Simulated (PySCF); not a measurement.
# C₄H₇Br: NMR shieldings, spin-spin couplings, relativistic core levels

Aim: compute the NMR shieldings, spin-spin couplings, relativistic core levels of C₄H₇Br (`BrC1CCC1`).

Programs: PySCF 2.14.0, with routines of our own; each step states its level. All values are computed. Atoms count from 0.

## 1. The starting structure

12 atoms, charge 0, multiplicity 1; geometry from: GFN2-xTB.

## 2. Optimising the geometry at PBE0-D3(BJ)/def2-SVP

What the job is given:

```
{"job": {"xc": "PBE0", "basis": "def2-SVP", "d3": "d3bj", "grid": 1, "maxiter": 30, "shake": 0.01, "kind": "geom"}, "charge": 0, "multiplicity": 1}
Br     2.535510     0.197680    -1.044350
C      0.995170    -0.003510     0.170760
C     -0.106510     1.072520     0.103520
C     -1.106610    -0.043510     0.093970
C     -0.031120    -1.071650    -0.215700
H      1.433540    -0.129070     1.158700
H     -0.106150     1.767240     0.949590
H     -0.048630     1.646030    -0.821930
H     -1.921060     0.050080    -0.635640
H     -1.602640    -0.204430     1.080700
H      0.007010    -1.337490    -1.249410
H     -0.008820    -1.972170     0.400770
```

Command:

```sh
$ OMP_NUM_THREADS=1 python heavy_run.py task.json out
```

The driver reads the jobs from task.json and runs them one after another.

Log:

```text
step   0  E = -2729.86610643  max force = 0.036736
step   1  E = -2729.86982930  max force = 0.003742
step   2  E = -2729.86994166  max force = 0.000769
step   3  E = -2729.86998502  max force = 0.001286
step   4  E = -2729.87002183  max force = 0.001274
step   5  E = -2729.87006439  max force = 0.000999
step   6  E = -2729.87009101  max force = 0.000473
step   7  E = -2729.87009794  max force = 0.000186
optimisation converged
```

Wall time 23 s (1 thread of AMD EPYC 9R45, shared host); peak memory 0.53 GiB.

The steps of the relaxation:

```csv
step,energy from step 0 (eV),largest force component (eV/Å)
0,0.0000,1.8890
1,-0.1013,0.1924
2,-0.1044,0.0395
3,-0.1055,0.0661
4,-0.1065,0.0655
5,-0.1077,0.0514
6,-0.1084,0.0243
7,-0.1086,0.0096
```

Distances of close pairs at the start and the end, largest changes first:

```csv
bond,before (Å),after (Å),change (Å)
C2–C3,1.499,1.543,+0.044
Br0–C1,1.972,1.940,-0.032
C4–H10,1.068,1.100,+0.032
C3–C4,1.520,1.543,+0.024
C3–H9,1.116,1.100,-0.016
C1–C2,1.541,1.530,-0.012
C1–H5,1.088,1.098,+0.010
C2–H7,1.090,1.100,+0.010
```

The end geometry stands in the next job.

```csv
at the end point,value
point group (found at 0.08 Å tolerance),Cs
"rotational constants (GHz, main isotopes)","10.104, 1.633, 1.493"
dipole moment (D),2.16
```

## 3. NMR shieldings: PBE0/pcJ-1 Br:dyall-v2z, spin–orbit

What the job is given:

```
{"job": {"kind": "hnmr", "xc": "PBE0", "basis": {"default": "pcJ-1", "Br": "dyall-v2z"}, "rel": "so"}, "charge": 0, "multiplicity": 1}
Br     2.685261     0.162691    -0.688466
C      0.999324    -0.011650     0.255293
C     -0.070811     1.060993     0.044313
C     -1.114635    -0.071883     0.134294
C      0.004907    -1.076761    -0.210866
H      1.267363    -0.128738     1.313948
H     -0.111081     1.891212     0.763885
H     -0.014957     1.472066    -0.974513
H     -1.975777    -0.021288    -0.547329
H     -1.487424    -0.207600     1.160425
H      0.080286    -1.232281    -1.297364
H      0.028018    -2.052805     0.294490
```

With the program's defaults for keys left out, this is: PBE0/pcJ-1 Br:dyall-v2z GIAO NMR shielding, X2C with spin-orbit coupling, screened-nuclear two-electron part, Gaussian nuclei, gas phase.

Log:

```text
spin-free SCF
coarse grid: 45360 points
cycle   1  E = -2762.4840543388  dE =  3.800e-01  |g| = 3.469e-01  |ddm| = 2.745e+00
cycle   2  E = -2762.4839005879  dE =  1.538e-04  |g| = 3.078e-01  |ddm| = 5.382e-01
cycle   3  E = -2762.5057589196  dE = -2.186e-02  |g| = 6.894e-02  |ddm| = 2.822e-01
cycle   4  E = -2762.5067059524  dE = -9.470e-04  |g| = 1.293e-02  |ddm| = 6.711e-02
cycle   5  E = -2762.5067440761  dE = -3.812e-05  |g| = 6.397e-03  |ddm| = 2.106e-02
cycle   6  E = -2762.5067495251  dE = -5.449e-06  |g| = 8.377e-04  |ddm| = 4.853e-03
final grid: 95512 points
cycle   7  E = -2762.5069042670  dE =  1.436e-07  |g| = 1.435e-03  |ddm| = 2.640e-03
cycle   8  E = -2762.5069036275  dE =  6.395e-07  |g| = 2.150e-03  |ddm| = 3.258e-03
cycle   9  E = -2762.5069046870  dE = -1.060e-06  |g| = 8.310e-05  |ddm| = 2.050e-03
cycle  10  E = -2762.5069046879  dE = -8.818e-10  |g| = 4.576e-05  |ddm| = 8.731e-05
converged SCF energy = -2762.5069046879
two-component SCF
cycle   1  E = -2762.4400913249  dE = -2.762e+03  |FDS-SDF| = 2.194e+01
cycle   2  E = -2762.5847904938  dE = -1.447e-01  |FDS-SDF| = 9.654e-02
cycle   3  E = -2762.5849189535  dE = -1.285e-04  |FDS-SDF| = 3.968e-03
cycle   4  E = -2762.5849280082  dE = -9.055e-06  |FDS-SDF| = 1.848e-03
cycle   5  E = -2762.5849291862  dE = -1.178e-06  |FDS-SDF| = 9.284e-04
cycle   6  E = -2762.5849296760  dE = -4.899e-07  |FDS-SDF| = 1.610e-04
cycle   7  E = -2762.5849296920  dE = -1.593e-08  |FDS-SDF| = 1.191e-04
cycle   8  E = -2762.5849296958  dE = -3.879e-09  |FDS-SDF| = 1.110e-05
converged, E = -2762.5849296958

Field gradients (au) and densities at the nuclei (bohr^-3)
atom        Vxx        Vyy        Vzz        centre      nuclear mean
  0 Br    -3.7261    -3.8952     7.6213      40817.323      40757.570
  1 C     -0.1895    -0.2281     0.4176        125.843        125.841
  2 C      0.0088     0.0720    -0.0808        125.758        125.756
  3 C      0.0296     0.0408    -0.0704        125.728        125.726
  4 C      0.0087     0.0722    -0.0809        125.758        125.756
  5 H     -0.1302    -0.1491     0.2793          0.477          0.477
  6 H     -0.1415    -0.1440     0.2855          0.476          0.476
  7 H     -0.1375    -0.1430     0.2806          0.474          0.474
  8 H     -0.1425    -0.1435     0.2861          0.476          0.476
  9 H     -0.1385    -0.1448     0.2833          0.477          0.477
 10 H     -0.1374    -0.1430     0.2804          0.474          0.474
 11 H     -0.1415    -0.1440     0.2856          0.476          0.476
without picture change
  0 Br                           7.8781                     66240.590

Core orbital energies (eV)
atom   shell        mean    spread
  0 Br 1s       -13364.121   0.000
  0 Br 2s        -1753.449   0.000
  0 Br 3s         -246.461   0.000
  0 Br 4s          -21.798   0.000
  0 Br 2p1/2     -1577.070   0.000
  0 Br 2p3/2     -1529.719   0.066
  0 Br 3p1/2      -184.756   0.000
  0 Br 3p3/2      -177.814   0.221
  0 Br 3d3/2       -70.829   0.247
  0 Br 3d5/2       -69.739   0.332

Shielding tensors (ppm)
atom      isotropic    diamagn.    paramagn.     s11        s22        s33       span
  0 Br     2443.02     2986.22     -543.20    2018.39    2076.13    3234.55    1216.17
  1 C       144.22      243.79      -99.58     112.44     151.86     168.35      55.91
  2 C       147.74      246.04      -98.31     132.07     133.65     177.49      45.41
  3 C       165.24      245.95      -80.71     154.53     165.03     176.16      21.63
  4 C       147.74      246.17      -98.43     132.07     133.73     177.42      45.34
  5 H        27.18       29.05       -1.87      21.40      27.04      33.11      11.70
  6 H        28.95       29.15       -0.20      25.33      26.41      35.11       9.78
  7 H        29.07       29.20       -0.13      25.50      29.24      32.47       6.97
  8 H        29.49       28.85        0.64      25.55      26.07      36.86      11.31
  9 H        29.68       29.52        0.16      26.60      26.76      35.68       9.08
 10 H        29.07       29.20       -0.13      25.50      29.22      32.48       6.97
 11 H        28.95       29.16       -0.21      25.33      26.41      35.11       9.78
```

Wall time 60 s (1 thread of AMD EPYC 9R45, shared host); peak memory 1.5 GiB.

From this job:

```csv
quantity,value
energy from spin-orbit coupling,-0.0780 Eh
```

The fields below are evaluated on a grid from the run's orbitals.

Frontier orbitals at PBE0/dyall-v2z+pcJ-1, with the share of their density that lies nearest to each atom:

```csv
orbital,energy (eV),lies on
HOMO,-7.44,Br0 82 %
LUMO,0.32,Br0 40 %; C1 26 %
```

ELF in a plane through or near 3 of the atoms.

Ten even steps from ' ' (0.00) to '@' (1.00):
```
                                                        
                                                        
                                                        
                        ::**##==::                      
                      ::##@@@@@@##                      
          ....        --%%@@@@@@##..                    
        --==++--..    ::**@@@@%%++                      
      --**####**::  ..==++++++**==....                  
    ..++%%%%%%##++--==##@@##++%%##++==--..              
    ::**%%%%##******--++--++--++--==##++..              
    ::**%%%%##******--::::++--++--==##++..              
    ..++%%%%%%##++==++##@@##**%%##++==--..              
      --**####**::....==++++++**==::..                  
        --==++--      ::**@@@@%%++                      
          ....        --%%@@@@@@##..                    
                      ::##@@@@@@##                      
                        ::**##==::                      
                                                        
                                                        
                                                        
```
The map spans 10.6 Å across and 9.2 Å up, centred on the molecule. Atoms in the plane (x, y in Å): C1 (-1.0, 0.0), H6 (0.1, 2.0), H11 (0.1, -2.0).

On the surface of density 0.002 e/bohr³ the electrostatic potential runs, from the 1st to the 99th percentile, from -0.75 V near Br0 to 0.90 V near H5.

## 4. Spin-spin couplings: PBE0/pcJ-1 Br:dyall-v2z, spin–orbit

Settings changed since step 3:

```diff
@@ -1,2 +1,2 @@
-{"job": {"kind": "hnmr", "xc": "PBE0", "basis": {"default": "pcJ-1", "Br": "dyall-v2z"}, "rel": "so"}, "charge": 0, "multiplicity": 1}
+{"job": {"kind": "hj", "xc": "PBE0", "basis": {"default": "pcJ-1", "Br": "dyall-v2z"}, "rel": "so", "atoms": [0]}, "charge": 0, "multiplicity": 1}
 Br     2.685261     0.162691    -0.688466
```

With the program's defaults for keys left out, this is: PBE0/pcJ-1 Br:dyall-v2z indirect spin-spin coupling, X2C with spin-orbit coupling, screened-nuclear two-electron part, Gaussian nuclei, gas phase.

Log:

```text
spin-free SCF
coarse grid: 45360 points
cycle   1  E = -2762.4840543388  dE =  3.800e-01  |g| = 3.469e-01  |ddm| = 2.745e+00
cycle   2  E = -2762.4839005879  dE =  1.538e-04  |g| = 3.078e-01  |ddm| = 5.382e-01
cycle   3  E = -2762.5057589196  dE = -2.186e-02  |g| = 6.894e-02  |ddm| = 2.822e-01
cycle   4  E = -2762.5067059524  dE = -9.470e-04  |g| = 1.293e-02  |ddm| = 6.711e-02
cycle   5  E = -2762.5067440761  dE = -3.812e-05  |g| = 6.397e-03  |ddm| = 2.106e-02
cycle   6  E = -2762.5067495251  dE = -5.449e-06  |g| = 8.377e-04  |ddm| = 4.853e-03
final grid: 95512 points
cycle   7  E = -2762.5069042670  dE =  1.436e-07  |g| = 1.435e-03  |ddm| = 2.640e-03
cycle   8  E = -2762.5069036275  dE =  6.395e-07  |g| = 2.150e-03  |ddm| = 3.258e-03
cycle   9  E = -2762.5069046870  dE = -1.060e-06  |g| = 8.310e-05  |ddm| = 2.050e-03
cycle  10  E = -2762.5069046879  dE = -8.818e-10  |g| = 4.576e-05  |ddm| = 8.731e-05
converged SCF energy = -2762.5069046879
two-component SCF
cycle   1  E = -2762.4400913249  dE = -2.762e+03  |FDS-SDF| = 2.194e+01
cycle   2  E = -2762.5847904938  dE = -1.447e-01  |FDS-SDF| = 9.654e-02
cycle   3  E = -2762.5849189535  dE = -1.285e-04  |FDS-SDF| = 3.968e-03
cycle   4  E = -2762.5849280082  dE = -9.055e-06  |FDS-SDF| = 1.848e-03
cycle   5  E = -2762.5849291862  dE = -1.178e-06  |FDS-SDF| = 9.284e-04
cycle   6  E = -2762.5849296760  dE = -4.899e-07  |FDS-SDF| = 1.610e-04
cycle   7  E = -2762.5849296920  dE = -1.593e-08  |FDS-SDF| = 1.191e-04
cycle   8  E = -2762.5849296958  dE = -3.879e-09  |FDS-SDF| = 1.110e-05
converged, E = -2762.5849296958

Indirect spin-spin couplings
  i        j     bonds      J/Hz   K/1e19 T2/J   anisotropy/Hz
  0  79Br   1  13C    1     -106.34     -140.01        77.3
  0  79Br   2  13C    2        3.01        3.96        30.1
  0  79Br   3  13C    3        6.82        8.98        35.7
  0  79Br   4  13C    2        2.97        3.91        30.1
  0  79Br   5   1H    2       28.36        9.39       -21.3
  0  79Br   6   1H    3        2.01        0.67         4.9
  0  79Br   7   1H    3       10.99        3.64        17.3
  0  79Br   8   1H    4        1.47        0.49        17.6
  0  79Br   9   1H    4        1.20        0.40         2.1
  0  79Br  10   1H    3       10.95        3.62        17.2
  0  79Br  11   1H    3        2.02        0.67         4.9
```

It took 44 s on 1 thread of AMD EPYC 9R45, shared host; peak memory 1.2 GiB.

Key values:

```csv
quantity,value
energy from spin-orbit coupling,-0.0780 Eh
```

## 5. Relativistic core levels: PBE0/pcJ-1 Br:dyall-v2z, spin–orbit

Settings changed since step 4:

```diff
@@ -1,2 +1,2 @@
-{"job": {"kind": "hj", "xc": "PBE0", "basis": {"default": "pcJ-1", "Br": "dyall-v2z"}, "rel": "so", "atoms": [0]}, "charge": 0, "multiplicity": 1}
+{"job": {"kind": "hxps", "xc": "PBE0", "basis": {"default": "pcJ-1", "Br": "dyall-v2z"}, "rel": "so", "holes": [[0, "3d"]]}, "charge": 0, "multiplicity": 1}
 Br     2.685261     0.162691    -0.688466
```

Method: PBE0/pcJ-1 Br:dyall-v2z core ionisation, delta-SCF with one localised hole, X2C with spin-orbit coupling, screened-nuclear two-electron part, Gaussian nuclei, gas phase.

Log:

```text
spin-free SCF
coarse grid: 45360 points
cycle   1  E = -2762.4840543388  dE =  3.800e-01  |g| = 3.469e-01  |ddm| = 2.745e+00
cycle   2  E = -2762.4839005879  dE =  1.538e-04  |g| = 3.078e-01  |ddm| = 5.382e-01
cycle   3  E = -2762.5057589196  dE = -2.186e-02  |g| = 6.894e-02  |ddm| = 2.822e-01
cycle   4  E = -2762.5067059524  dE = -9.470e-04  |g| = 1.293e-02  |ddm| = 6.711e-02
cycle   5  E = -2762.5067440761  dE = -3.812e-05  |g| = 6.397e-03  |ddm| = 2.106e-02
cycle   6  E = -2762.5067495251  dE = -5.449e-06  |g| = 8.377e-04  |ddm| = 4.853e-03
final grid: 95512 points
cycle   7  E = -2762.5069042670  dE =  1.436e-07  |g| = 1.435e-03  |ddm| = 2.640e-03
cycle   8  E = -2762.5069036275  dE =  6.395e-07  |g| = 2.150e-03  |ddm| = 3.258e-03
cycle   9  E = -2762.5069046870  dE = -1.060e-06  |g| = 8.310e-05  |ddm| = 2.050e-03
cycle  10  E = -2762.5069046879  dE = -8.818e-10  |g| = 4.576e-05  |ddm| = 8.731e-05
converged SCF energy = -2762.5069046879
two-component SCF
cycle   1  E = -2762.4400913249  dE = -2.762e+03  |FDS-SDF| = 2.194e+01
cycle   2  E = -2762.5847904938  dE = -1.447e-01  |FDS-SDF| = 9.654e-02
cycle   3  E = -2762.5849189535  dE = -1.285e-04  |FDS-SDF| = 3.968e-03
cycle   4  E = -2762.5849280082  dE = -9.055e-06  |FDS-SDF| = 1.848e-03
cycle   5  E = -2762.5849291862  dE = -1.178e-06  |FDS-SDF| = 9.284e-04
cycle   6  E = -2762.5849296760  dE = -4.899e-07  |FDS-SDF| = 1.610e-04
cycle   7  E = -2762.5849296920  dE = -1.593e-08  |FDS-SDF| = 1.191e-04
cycle   8  E = -2762.5849296958  dE = -3.879e-09  |FDS-SDF| = 1.110e-05
converged, E = -2762.5849296958

Field gradients (au) and densities at the nuclei (bohr^-3)
atom        Vxx        Vyy        Vzz        centre      nuclear mean
  0 Br    -3.7261    -3.8952     7.6213      40817.323      40757.570
  1 C     -0.1895    -0.2281     0.4176        125.843        125.841
  2 C      0.0088     0.0720    -0.0808        125.758        125.756
  3 C      0.0296     0.0408    -0.0704        125.728        125.726
  4 C      0.0087     0.0722    -0.0809        125.758        125.756
  5 H     -0.1302    -0.1491     0.2793          0.477          0.477
  6 H     -0.1415    -0.1440     0.2855          0.476          0.476
  7 H     -0.1375    -0.1430     0.2806          0.474          0.474
  8 H     -0.1425    -0.1435     0.2861          0.476          0.476
  9 H     -0.1385    -0.1448     0.2833          0.477          0.477
 10 H     -0.1374    -0.1430     0.2804          0.474          0.474
 11 H     -0.1415    -0.1440     0.2856          0.476          0.476
without picture change
  0 Br                           7.8781                     66240.590

Core orbital energies (eV)
atom   shell        mean    spread
  0 Br 1s       -13364.121   0.000
  0 Br 2s        -1753.449   0.000
  0 Br 3s         -246.461   0.000
  0 Br 4s          -21.798   0.000
  0 Br 2p1/2     -1577.070   0.000
  0 Br 2p3/2     -1529.719   0.066
  0 Br 3p1/2      -184.756   0.000
  0 Br 3p3/2      -177.814   0.221
  0 Br 3d3/2       -70.829   0.247
  0 Br 3d5/2       -69.739   0.332

hole in 3d5/2 of atom 0
cycle   1  E = -2759.4505125034  dE = -2.759e+03  |FDS-SDF| = 2.204e+00
cycle   2  E = -2759.5709493071  dE = -1.204e-01  |FDS-SDF| = 2.187e+00
cycle   3  E = -2759.8140516070  dE = -2.431e-01  |FDS-SDF| = 1.356e-01
cycle   4  E = -2759.8159123970  dE = -1.861e-03  |FDS-SDF| = 5.917e-02
cycle   5  E = -2759.8167326282  dE = -8.202e-04  |FDS-SDF| = 1.096e-02
cycle   6  E = -2759.8167617804  dE = -2.915e-05  |FDS-SDF| = 1.478e-03
cycle   7  E = -2759.8167622742  dE = -4.939e-07  |FDS-SDF| = 7.597e-04
cycle   8  E = -2759.8167624273  dE = -1.531e-07  |FDS-SDF| = 1.833e-04
cycle   9  E = -2759.8167624454  dE = -1.807e-08  |FDS-SDF| = 5.410e-05
converged, E = -2759.8167624454

Core binding energies (eV)
atom   line    delta-SCF   -orbital   splitting
  0 Br 3d5/2      75.336      69.74      1.09
```

It took 36 s on 1 thread of AMD EPYC 9R45, shared host; peak memory 1.3 GiB.

In short:

```csv
quantity,value
energy from spin-orbit coupling,-0.0780 Eh
```

## 6. NMR shieldings: PBE0/pcJ-1 Br:dyall-v2z, non-relativistic

Settings changed since step 5:

```diff
@@ -1,2 +1,2 @@
-{"job": {"kind": "hxps", "xc": "PBE0", "basis": {"default": "pcJ-1", "Br": "dyall-v2z"}, "rel": "so", "holes": [[0, "3d"]]}, "charge": 0, "multiplicity": 1}
+{"job": {"kind": "hnmr", "xc": "PBE0", "basis": {"default": "pcJ-1", "Br": "dyall-v2z"}, "rel": "nr"}, "charge": 0, "multiplicity": 1}
 Br     2.685261     0.162691    -0.688466
```

With the program's defaults for keys left out, this is: PBE0/pcJ-1 Br:dyall-v2z GIAO NMR shielding, non-relativistic, Gaussian nuclei, gas phase.

Log:

```text
non-relativistic SCF
coarse grid: 45360 points
cycle   1  E = -2730.2546126784  dE = -2.093e+01  |g| = 2.216e+00  |ddm| = 2.811e+00
cycle   2  E = -2730.2600613874  dE = -5.449e-03  |g| = 8.847e-01  |ddm| = 5.029e-01
cycle   3  E = -2730.2834300271  dE = -2.337e-02  |g| = 4.283e-01  |ddm| = 4.615e-01
cycle   4  E = -2730.2996247695  dE = -1.619e-02  |g| = 6.521e-02  |ddm| = 2.739e-01
cycle   5  E = -2730.3006429658  dE = -1.018e-03  |g| = 1.489e-02  |ddm| = 7.654e-02
cycle   6  E = -2730.3006895243  dE = -4.656e-05  |g| = 4.748e-03  |ddm| = 1.667e-02
cycle   7  E = -2730.3006946984  dE = -5.174e-06  |g| = 8.599e-04  |ddm| = 4.325e-03
final grid: 95512 points
cycle   8  E = -2730.3006990629  dE =  1.369e-08  |g| = 1.130e-03  |ddm| = 1.972e-03
cycle   9  E = -2730.3006989347  dE =  1.282e-07  |g| = 1.472e-03  |ddm| = 1.731e-03
cycle  10  E = -2730.3006992238  dE = -2.892e-07  |g| = 1.228e-04  |ddm| = 1.023e-03
cycle  11  E = -2730.3006992271  dE = -3.316e-09  |g| = 1.648e-05  |ddm| = 1.169e-04
converged SCF energy = -2730.3006992271
check of the scalar solution
cycle   1  E = -2730.3006992271  dE = -2.730e+03  |FDS-SDF| = 1.648e-05
cycle   2  E = -2730.3006992271  dE =  1.637e-11  |FDS-SDF| = 2.104e-05
converged, E = -2730.3006992271

Field gradients (au) and densities at the nuclei (bohr^-3)
atom        Vxx        Vyy        Vzz        centre      nuclear mean
  0 Br    -3.4973    -3.6569     7.1543      29275.497      29251.669
  1 C     -0.1906    -0.2283     0.4189        125.268        125.266
  2 C      0.0085     0.0729    -0.0813        125.186        125.183
  3 C      0.0292     0.0411    -0.0703        125.156        125.153
  4 C      0.0084     0.0730    -0.0814        125.186        125.183
  5 H     -0.1300    -0.1492     0.2793          0.477          0.477
  6 H     -0.1415    -0.1441     0.2856          0.476          0.476
  7 H     -0.1376    -0.1430     0.2806          0.474          0.474
  8 H     -0.1426    -0.1436     0.2862          0.476          0.476
  9 H     -0.1386    -0.1448     0.2834          0.477          0.477
 10 H     -0.1375    -0.1430     0.2804          0.474          0.474
 11 H     -0.1416    -0.1441     0.2857          0.476          0.476

Core orbital energies (eV)
atom   shell        mean    spread
  0 Br 1s       -13147.782   0.000
  0 Br 2s        -1703.283   0.000
  0 Br 3s         -238.104   0.000
  0 Br 4s          -21.160   0.000
  0 Br 2p        -1533.741   0.098
  0 Br 3p         -178.337   0.335
  0 Br 3d          -71.860   0.365

Shielding tensors (ppm)
atom      isotropic    diamagn.    paramagn.     s11        s22        s33       span
  0 Br     2137.11     3122.16     -985.06    1689.12    1744.65    2977.56    1288.44
  1 C       130.89      244.29     -113.39      93.76     132.57     166.36      72.60
  2 C       145.31      246.91     -101.60     127.28     132.88     175.77      48.50
  3 C       164.63      246.84      -82.22     154.07     164.55     175.25      21.19
  4 C       145.31      247.04     -101.72     127.28     132.95     175.70      48.42
  5 H        27.29       28.98       -1.69      21.46      27.24      33.18      11.72
  6 H        28.98       29.14       -0.16      25.29      26.47      35.19       9.90
  7 H        29.16       29.17       -0.01      25.78      29.29      32.39       6.61
  8 H        29.46       28.85        0.61      25.39      26.18      36.81      11.42
  9 H        29.67       29.52        0.15      26.57      26.72      35.72       9.15
 10 H        29.15       29.17       -0.02      25.78      29.28      32.40       6.61
 11 H        28.98       29.15       -0.17      25.29      26.47      35.19       9.90
```

Wall time 20 s (1 thread of AMD EPYC 9R45, shared host); peak memory 1.3 GiB.

(Part 1 of 2 ends here.)
